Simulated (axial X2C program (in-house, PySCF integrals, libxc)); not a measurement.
# TlLi⁺: from the state search to constants

Aim: find the lowest determinant of TlLi⁺, scan the bond at several levels and fit the constants, once spin-free and once with spin–orbit coupling.

Method: all-electron X2C, Tl dyall-cv3z, Li dyall-cv3z; program: an in-house X2C program for linear molecules on PySCF integrals.

All values are calculated.

### Step 1. Input

Input file task.json:

```json
{"zs": [81, 3], "q": 1, "bas": ["dyall-cv3z", "dyall-cv3z"], "levels": ["PBE0", "HF", "B3LYP"], "cc": true, "r0": 2.77, "thr": -2.0, "nmax": 90, "npts": 10, "nst": 2, "ntry": 6}
```

Keys: zs atomic numbers; q charge; bas basis sets; levels methods (HF also brings MP2); cc coupled cluster on or off; r0 starting distance in Å; thr threshold in hartree for freezing inner shells (an s shell follows its p shell); nmax most natural virtual spinors; npts points asked for on the curve; nst determinants followed; ntry starts of the search.

Command:

```console
python so2c.py task.json out
```

Spin-free means the one-electron spin-free X2C Hamiltonian; two-component (2c) means X2C with spin–orbit coupling and atomic mean-field two-electron Coulomb and Gaunt terms. Basis: Tl dyall-cv3z contracted to [12s14p10d7f1g], Li dyall-cv3z contracted to [7s8p2d]; Gaussian nuclei, density fitting. Masses: Tl 204.974 u, Li 7.016 u.

Notation: σ, π±, δ± give the projection m of an orbital's angular momentum (0, ±1, ±2), α and β its spin, Λ and M_S the sums; ω is the projection of a spinor's total angular momentum and Ω the sum. Logs are in hartree.

The results follow Hamiltonian by Hamiltonian and level by level.

### Step 2. Which state to follow

PBE0 moves the distance from 2.770 Å to 3.228 Å and compares determinants there.

Spin-free determinants:

| ΔE (eV) | state | open shells |
| --- | --- | --- |
| 0.00 | M_S = 1/2, Λ = 0 | beyond closed shells: σα |
| 1.34 | M_S = 1/2, Λ = 1 | beyond closed shells: π+α |

Two-component determinants:

```tsv
ΔE (eV)	state	open shells
0.00	Ω = 1/2	excess of +ω over −ω: ω = 1/2
1.78	Ω = 3/2	excess of +ω over −ω: ω = 3/2
```

### Step 3. PBE0, spin-free

State followed: M_S = 1/2, Λ = 0 (beyond closed shells: σα). The scan is laid around 3.228 Å, a first estimate of the minimum, and this SCF restarts from the orbitals of the search.

The SCF at the reference distance of 3.228 Å:

```text
spin-free X2C-1e  PBE0
basis functions 203  fitting functions 1054  grid points 5086
iter        total energy     max residual
   1     -20256.830302500     1.01e-05
   2     -20256.830302510     3.14e-06
   3     -20256.830302511     1.96e-06
converged
one-electron -27797.15131866  Coulomb 7888.58714132  exact exchange -95.57852278  xc functional -292.52343333  nuclear repulsion 39.83583093
```

Along the bond, energies from the lowest point:

```tsv
R (Å)	E (eV)	μ (D)	HOMO (eV)	LUMO (eV)	iterations
2.808	0.1317	8.11	-9.30	-6.61	10
2.938	0.0643	8.36	-9.23	-6.56	9
3.034	0.0320	8.55	-9.16	-6.52	9
3.131	0.0118	8.73	-9.10	-6.47	9
3.228	0.0017	8.91	-9.03	-6.42	3
3.341	0.0000	9.12	-8.94	-6.36	10
3.454	0.0069	9.32	-8.85	-6.30	9
3.599	0.0260	9.59	-8.73	-6.22	10
3.777	0.0604	9.91	-8.58	-6.12	10
4.035	0.1247	10.37	-8.37	-5.97	10
```

Dipoles are positive if Li is the positive end and refer to the centre of mass.

Outer orbitals at the reference distance:

| symmetry | occupied | ε (eV) | atomic character |
| --- | --- | --- | --- |
| δ-α | yes | -22.57 | 100% Tl d |
| δ+α | yes | -22.57 | 100% Tl d |
| δ+β | yes | -22.56 | 100% Tl d |
| δ-β | yes | -22.56 | 100% Tl d |
| π+α | yes | -22.46 | 100% Tl d |
| π-α | yes | -22.46 | 100% Tl d |
| σα | yes | -22.44 | 100% Tl d |
| π+β | yes | -22.37 | 100% Tl d |
| π-β | yes | -22.37 | 100% Tl d |
| σβ | yes | -22.31 | 100% Tl d |
| σα | yes | -15.49 | 86% Tl s, 8% Li p, 4% Li s |
| σβ | yes | -14.95 | 87% Tl s, 7% Li p, 3% Li s |
| σα | yes | -9.03 | 58% Tl p, 27% Li s, 9% Li p |
| σβ | no | -6.42 | 62% Tl p, 28% Li s, 6% Li p |
| π-α | no | -6.24 | 82% Tl p, 15% Li p, 3% Li d |
| π+α | no | -6.24 | 82% Tl p, 15% Li p, 3% Li d |
| π-β | no | -5.92 | 89% Tl p, 8% Li p, 2% Li d |

PBE0 fields in the half plane through the axis: z from -2.4 to 5.4 Å across, distance from the axis 0.15 to 2.25 Å upwards; Tl lies at z = 0 and Li at z = 3.228 Å; the ELF is damped to zero where the density is low.

log10 density (e/bohr³). Ten even steps from ' ' (-5.28 ) to '@' (1.91 ):
```
......::::::::::::::::::::::::::::::::::........      
..::::::--------------------------::::::::::......    
::::::------==========----------------::::::......    
::::----========++==========------------::::::......  
::----====++++++++++++++==========--------::::......  
::----==++++**********++++================--::........
----====++****######****++==========++**++==::........
----====++**##%%@@%%##**++++======++####**==--::......
```

ELF. Ten even steps from ' ' (0.00 ) to '@' (1.00 ):
```
                          ..--====--::                
    ....::::......      ..--**%%%%%%##==..            
  ..--====----::::::....::++%%@@@@@@%%##==..          
..==++++++==--------::::--**%%@@@@@@##==::..          
--**##**++==------------==**@@@@@@++..                
++####**==----==++==----==**@@@@**                    
**####**==--++**++**++----**@@@@::  %%@@@@::          
##%%##**====**------**----**@@%%..==@@@@@@@@          
```

Re = 3.303 Å, ωe = 172.1 cm⁻¹, ωexe = 0.915 cm⁻¹, Be = 0.2277 cm⁻¹, De = 1.29 eV, μ = 9.05 D.

### Step 4. HF, spin-free

The SCF at the reference distance of 3.228 Å:

```text
spin-free X2C-1e  HF
basis functions 203  fitting functions 1054  grid points 5086
iter        total energy     max residual
   1     -20251.042437514     5.86e-01
   2     -20251.074763118     1.04e-02
   3     -20251.075612523     8.99e-03
   4     -20251.075981360     9.64e-04
   5     -20251.076032493     3.96e-04
   6     -20251.076049181     2.40e-04
   7     -20251.076055241     1.09e-04
   8     -20251.076056684     3.62e-05
   9     -20251.076056885     1.52e-05
  10     -20251.076056905     4.03e-06
  11     -20251.076056906     1.44e-06
converged
one-electron -27798.71546531  Coulomb 7890.28589829  exact exchange -382.48232083  xc functional 0.00000000  nuclear repulsion 39.83583093
```

Re = 3.369 Å, ωe = 169.6 cm⁻¹, ωexe = 0.562 cm⁻¹, Be = 0.219 cm⁻¹, De = 1.00 eV, μ = 9.35 D.

### Step 5. B3LYP, spin-free

The SCF at the reference distance of 3.228 Å:

```text
spin-free X2C-1e  B3LYP
basis functions 203  fitting functions 1054  grid points 5086
iter        total energy     max residual
   1     -20257.385243306     1.46e-01
   2     -20257.386154826     3.71e-03
   3     -20257.386101788     5.48e-03
   4     -20257.386267096     3.20e-04
   5     -20257.386268817     1.28e-04
   6     -20257.386269058     1.26e-05
   7     -20257.386269069     1.04e-05
   8     -20257.386269072     9.09e-07
   9     -20257.386269072     2.96e-07
converged
one-electron -27796.39229372  Coulomb 7887.80630455  exact exchange -76.45638056  xc functional -312.17973028  nuclear repulsion 39.83583093
```

Re = 3.317 Å, ωe = 166.2 cm⁻¹, ωexe = 0.962 cm⁻¹, Be = 0.2258 cm⁻¹, De = 1.28 eV, μ = 9.04 D.

### Step 6. Correlated methods, spin-free

Correlated methods: 13 electrons correlated (frozen shells, counted by type: Tl 5 s, 4 p, 2 d, 1 f; Li 1 s), 249 virtual spinors in MP2, 89 natural virtuals in coupled cluster.

Output of the correlated part at 3.228 Å:

```text
correlated 13  virtual 249  natural virtual 89  E(MP2) -0.447757852  MP2 remainder -0.011338823
iter   CCSD correlation   residual
   1     -0.393975409   1.08e-01
   2     -0.403832522   3.06e-02
   3     -0.404613281   1.07e-02
   4     -0.404612209   1.82e-03
   5     -0.404623948   4.34e-04
   6     -0.404621879   1.27e-04
   7     -0.404621947   3.27e-05
   8     -0.404622280   1.24e-05
   9     -0.404622154   4.52e-06
  10     -0.404622202   1.32e-06
  11     -0.404622195   3.18e-07
(T) -0.013613154  T1 0.0187  D1 0.0530  max T2 0.066
```

T1 in the output is the amplitude norm over the root of the electron number; divide by √2 for the Lee–Taylor value.

MP2: Re = 3.339 Å, ωe = 175.4 cm⁻¹, Be = 0.2228 cm⁻¹, De = 1.20 eV.

CCSD: Re = 3.298 Å, ωe = 181.3 cm⁻¹, Be = 0.2285 cm⁻¹, De = 1.23 eV. T1 at Re = 0.013 (Lee–Taylor, the printed value over √2).

CCSD(T): Re = 3.298 Å, ωe = 181.5 cm⁻¹, Be = 0.2284 cm⁻¹, De = 1.24 eV. T1 at Re = 0.013 (Lee–Taylor, the printed value over √2).

### Step 7. A higher determinant, spin-free

State: M_S = 1/2, Λ = 1 (beyond closed shells: π+α).

Output at the reference distance:

```text
spin-free X2C-1e  PBE0
basis functions 203  fitting functions 1054  grid points 5086
iter        total energy     max residual
   1     -20256.781228540     1.05e-05
   2     -20256.781228552     7.60e-06
   3     -20256.781228555     4.29e-06
   4     -20256.781228557     4.45e-07
converged
one-electron -27797.79543085  Coulomb 7889.25531271  exact exchange -95.57268175  xc functional -292.50425960  nuclear repulsion 39.83583093
```

```tsv
R (Å)	E above the lowest PBE0 point (eV)
2.808	1.316
2.938	1.313
3.034	1.318
3.131	1.326
3.228	1.337
3.341	1.351
3.454	1.365
3.599	1.383
3.777	1.403
```

No constants are quoted: fits of two degrees disagree.

### Step 8. The spin-free curves together

Energy (eV) of the followed determinant, spin-free, from each level's lowest point:

```tsv
R (Å)	PBE0	HF	MP2	CCSD	CCSD(T)	B3LYP
2.808	0.132	0.169	0.156	n/a	n/a	0.133
2.938	0.064	0.090	0.081	n/a	n/a	0.066
3.034	0.032	0.050	0.044	0.033	0.034	0.034
3.131	0.012	0.023	0.019	0.012	0.012	0.013
3.228	0.002	0.007	0.005	0.001	0.001	0.003
3.341	0.000	0.000	0.000	0.000	0.000	0.000
3.454	0.007	0.002	0.005	0.008	0.008	0.006
3.599	0.026	0.016	0.022	0.030	0.030	0.022
3.777	0.060	0.047	0.057	n/a	n/a	0.053
4.035	0.125	0.110	0.127	n/a	n/a	0.112
```

### Step 9. PBE0, 2c

State followed: Ω = 1/2 (excess of +ω over −ω: ω = 1/2). The scan is laid around 3.228 Å, a first estimate of the minimum, and this SCF restarts from the orbitals of the search.

The SCF at the reference distance of 3.228 Å:

```text
two-component X2C + atomic mean field  PBE0
basis functions 203  fitting functions 1054  grid points 5086
iter        total energy     max residual
   1     -20261.545836842     1.02e-06
   2     -20261.545836842     3.35e-07
converged
one-electron -27780.57464239  Coulomb 7886.66065593  exact exchange -95.56824724  xc functional -292.57305960  nuclear repulsion 39.83583093  atomic mean-field constant -19.32637448
```

Along the bond, energies from the lowest point:

```tsv
R (Å)	E (eV)	μ (D)	HOMO (eV)	LUMO (eV)	iterations
2.808	0.0854	8.60	-9.44	-7.09	10
2.938	0.0362	8.89	-9.36	-7.01	9
3.034	0.0147	9.11	-9.29	-6.95	9
3.131	0.0032	9.33	-9.22	-6.89	9
3.228	0.0000	9.55	-9.14	-6.83	2
3.341	0.0046	9.80	-9.05	-6.76	11
3.454	0.0161	10.05	-8.96	-6.70	10
3.599	0.0389	10.39	-8.84	-6.62	10
3.777	0.0751	10.80	-8.70	-6.53	10
4.035	0.1377	11.42	-8.49	-6.40	10
```

Dipoles are positive if Li is the positive end and refer to the centre of mass.

Outer spinors at the reference distance:

```
   ω  occupied  ε (eV)              atomic character     λ mixture
 3/2       yes  -23.63                     100% Tl d  81% δ, 19% π
-3/2       yes  -23.58                     100% Tl d  82% δ, 18% π
 1/2       yes  -23.51                     100% Tl d  58% π, 42% σ
-1/2       yes  -23.49                     100% Tl d  63% π, 37% σ
-5/2       yes  -21.45                     100% Tl d        100% δ
 5/2       yes  -21.44                     100% Tl d        100% δ
 3/2       yes  -21.37                     100% Tl d  81% π, 19% δ
-3/2       yes  -21.32                     100% Tl d  82% π, 18% δ
 1/2       yes  -21.31                     100% Tl d  58% σ, 42% π
-1/2       yes  -21.28                     100% Tl d  63% σ, 37% π
 1/2       yes  -15.26    85% Tl s, 8% Li p, 4% Li s        100% σ
-1/2       yes  -14.83    87% Tl s, 8% Li p, 3% Li s        100% σ
 1/2       yes   -9.14   63% Tl p, 23% Li s, 9% Li p  90% σ, 10% π
-1/2        no   -6.83   77% Tl p, 12% Li s, 8% Li p  53% σ, 47% π
 1/2        no   -6.26   75% Tl p, 16% Li s, 6% Li p  80% π, 20% σ
-1/2        no   -6.15  64% Tl p, 21% Li s, 11% Li p  52% π, 48% σ
 3/2        no   -5.83   73% Tl p, 23% Li p, 3% Li d        100% π
```

PBE0 fields in the half plane through the axis: z from -2.4 to 5.4 Å across, distance from the axis 0.15 to 2.25 Å upwards; Tl lies at z = 0 and Li at z = 3.228 Å; the ELF is damped to zero where the density is low.

log10 density (e/bohr³). Ten even steps from '0' (-5.39 ) to '9' (1.91 ):
```
112222233322222222221111000
122233333333333332222211100
222333444444333333322211100
223344455544444333332221110
233445555555444443333221110
234455666665544444444321111
334456677766554444565422111
334456789876554445776432111
```

ELF. Ten even steps from '0' (0.00 ) to '9' (1.00 ):
```
000000000000012332100000000
000112111110125777520000000
012333322222247899852000000
134544333333358998521000000
256644333333468994000000000
467643345433468950000000000
577643565653469810999300000
677644633363369804999900000
```

Re = 3.223 Å, ωe = 169.0 cm⁻¹, ωexe = 1.03 cm⁻¹, Be = 0.2392 cm⁻¹, De = 0.965 eV, μ = 9.54 D.

### Step 10. HF, 2c

Output at 3.228 Å:

```text
two-component X2C + atomic mean field  HF
basis functions 203  fitting functions 1054  grid points 5086
iter        total energy     max residual
   1     -20255.677518960     6.76e-01
   2     -20255.710517632     1.04e-02
   3     -20255.711539579     8.97e-03
   4     -20255.711954393     1.03e-03
   5     -20255.712062690     6.22e-04
   6     -20255.712123411     4.91e-04
   7     -20255.712163309     3.23e-04
   8     -20255.712176671     2.02e-04
   9     -20255.712180889     1.30e-04
  10     -20255.712183550     6.78e-05
  11     -20255.712184187     3.88e-05
  12     -20255.712184306     2.20e-05
  13     -20255.712184343     8.95e-06
  14     -20255.712184352     2.24e-06
  15     -20255.712184353     5.23e-07
converged
one-electron -27782.27866973  Coulomb 7888.49848626  exact exchange -382.44145733  xc functional 0.00000000  nuclear repulsion 39.83583093  atomic mean-field constant -19.32637448
```

Re = 3.216 Å, ωe = 176.2 cm⁻¹, ωexe = 0.659 cm⁻¹, Be = 0.2403 cm⁻¹, De = 0.846 eV, μ = 9.91 D.

### Step 11. B3LYP, 2c

The SCF at the reference distance of 3.228 Å:

```text
two-component X2C + atomic mean field  B3LYP
basis functions 203  fitting functions 1054  grid points 5086
iter        total energy     max residual
   1     -20262.114765021     1.45e-01
   2     -20262.115735032     3.67e-03
   3     -20262.115700043     5.36e-03
   4     -20262.115862497     3.11e-04
   5     -20262.115866766     1.44e-04
   6     -20262.115867996     6.03e-05
   7     -20262.115868512     2.44e-05
   8     -20262.115868607     4.83e-06
   9     -20262.115868611     8.70e-07
  10     -20262.115868611     2.19e-07
converged
one-electron -27779.93959044  Coulomb 7886.00430974  exact exchange -76.44825437  xc functional -312.24178999  nuclear repulsion 39.83583093  atomic mean-field constant -19.32637448
```

Re = 3.229 Å, ωe = 160.7 cm⁻¹, ωexe = 1.17 cm⁻¹, Be = 0.2383 cm⁻¹, De = 0.910 eV, μ = 9.63 D.

### Step 12. MP2 and beyond, 2c

Correlated methods: 13 electrons correlated (frozen shells, counted by type: Tl 5 s, 4 p, 2 d, 1 f; Li 1 s), 249 virtual spinors in MP2, 90 natural virtuals in coupled cluster.

Output of the correlated part at 3.228 Å:

```text
correlated 13  virtual 249  natural virtual 90  E(MP2) -0.446740931  MP2 remainder -0.010989951
iter   CCSD correlation   residual
   1     -0.393960811   1.09e-01
   2     -0.403883174   3.19e-02
   3     -0.404746578   1.23e-02
   4     -0.404761201   3.26e-03
   5     -0.404789982   1.36e-03
   6     -0.404786492   6.65e-04
   7     -0.404788887   3.53e-04
   8     -0.404790265   1.76e-04
   9     -0.404789252   6.55e-05
  10     -0.404789377   1.86e-05
  11     -0.404789490   5.01e-06
  12     -0.404789549   1.61e-06
  13     -0.404789582   6.14e-07
  14     -0.404789585   2.33e-07
(T) -0.013580530  T1 0.0212  D1 0.0585  max T2 0.061
```

MP2: Re = 3.238 Å, ωe = 170.9 cm⁻¹, Be = 0.2371 cm⁻¹, De = 0.780 eV.

CCSD: Re = 3.195 Å, ωe = 181.1 cm⁻¹, ωexe = 0.77 cm⁻¹, Be = 0.2434 cm⁻¹, De = 0.810 eV. T1 at Re = 0.015 (Lee–Taylor, the printed value over √2).

CCSD(T): Re = 3.200 Å, ωe = 180.6 cm⁻¹, ωexe = 0.763 cm⁻¹, Be = 0.2427 cm⁻¹, De = 0.808 eV. T1 at Re = 0.015 (Lee–Taylor, the printed value over √2).

### Step 13. A higher determinant, 2c

State: Ω = 3/2 (excess of +ω over −ω: ω = 3/2).

Output at the reference distance:

```text
two-component X2C + atomic mean field  PBE0
basis functions 203  fitting functions 1054  grid points 5086
iter        total energy     max residual
   1     -20261.480567438     1.95e-05
   2     -20261.480567466     1.12e-05
   3     -20261.480567471     5.66e-06
   4     -20261.480567474     2.33e-06
   5     -20261.480567475     3.85e-07
converged
one-electron -27779.61407235  Coulomb 7885.72817455  exact exchange -95.55949941  xc functional -292.54462672  nuclear repulsion 39.83583093  atomic mean-field constant -19.32637448
```

```tsv
R (Å)	E above the lowest PBE0 point (eV)
2.808	1.765
2.938	1.758
3.034	1.761
3.131	1.767
3.228	1.776
3.341	1.788
3.454	1.801
3.599	1.818
3.777	1.837
```

Re = 2.934 Å, ωe = 155.5 cm⁻¹, Be = 0.2887 cm⁻¹, μ = 8.98 D. Te = 1.76 eV.

### Step 14. The 2c curves together

Energy (eV) of the followed determinant, 2c, from each level's lowest point:

```tsv
R (Å)	PBE0	HF	MP2	CCSD	CCSD(T)	B3LYP
2.808	0.085	0.088	0.092	n/a	n/a	0.081
2.938	0.036	0.037	0.040	0.032	0.034	0.035
3.034	0.015	0.015	0.017	0.011	0.012	0.014
3.131	0.003	0.003	0.004	0.001	0.002	0.003
3.228	0.000	0.000	0.000	0.000	0.000	0.000
3.341	0.005	0.006	0.004	0.007	0.007	0.004
3.454	0.016	0.019	0.015	0.023	0.022	0.014
3.599	0.039	0.045	0.038	0.051	0.050	0.034
3.777	0.075	0.086	0.077	n/a	n/a	0.066
4.035	0.138	0.161	0.148	n/a	n/a	0.120
```

The whole job took 2.8 min on 1 thread of Arm Neoverse V1, shared host.

### Step 15. What came out

Lowest determinant that the search found at its distance, spin-free: M_S = 1/2, Λ = 0 (beyond closed shells: σα).

Lowest determinant that the search found at its distance, 2c: Ω = 1/2 (excess of +ω over −ω: ω = 1/2).

| Hamiltonian | level | Re (Å) | ωe (cm⁻¹) | De (eV) | μ (D) |
| --- | --- | --- | --- | --- | --- |
| spin-free | PBE0 | 3.303 | 172.1 | 1.29 | 9.05 |
| spin-free | HF | 3.369 | 169.6 | 1.00 | 9.35 |
| spin-free | MP2 | 3.339 | 175.4 | 1.20 | n/a |
| spin-free | CCSD | 3.298 | 181.3 | 1.23 | n/a |
| spin-free | CCSD(T) | 3.298 | 181.5 | 1.24 | n/a |
| spin-free | B3LYP | 3.317 | 166.2 | 1.28 | 9.04 |
| 2c | PBE0 | 3.223 | 169.0 | 0.965 | 9.54 |
| 2c | HF | 3.216 | 176.2 | 0.846 | 9.91 |
| 2c | MP2 | 3.238 | 170.9 | 0.780 | n/a |
| 2c | CCSD | 3.195 | 181.1 | 0.810 | n/a |
| 2c | CCSD(T) | 3.200 | 180.6 | 0.808 | n/a |
| 2c | B3LYP | 3.229 | 160.7 | 0.910 | 9.63 |

Dipoles are positive if Li is the positive end and refer to the centre of mass.

Time per point (s) on 1 thread of Arm Neoverse V1, shared host (2c runs; CCSD comes with the CCSD(T) run); the times are rough: PBE0 0.72, HF 0.78, MP2 1, CCSD(T) 6.3, B3LYP 0.78.

What this shows: At CCSD(T), going from spin-free to two-component changes Re by -99 mÅ, ωe by -0.4 %, so spin–orbit coupling matters for this bond. De moves by -0.43 eV; both De rest on single-determinant atoms, which can miss part of an open shell's spin–orbit lowering.

De refers to Tl+ + Li; at PBE0, two-component, to Tl + Li+; at HF, two-component, to Tl + Li+; at MP2, two-component, to Tl + Li+; at CCSD, two-component, to Tl + Li+; at CCSD(T), two-component, to Tl + Li+; at B3LYP, two-component, to Tl + Li+, each in the lowest determinant found, which need not be this curve's own limit. Each curve is one determinant whose occupation by symmetry is held fixed; it was picked as the lowest of a PBE0 search that is not exhaustive. De is counted from the lowest determinant-based energies of the atoms at the same level, without counterpoise correction. Density functionals use the spin component along the axis (collinear). Coupled cluster ran in a truncated set of natural virtual spinors; the MP2 energy of the rest was added.
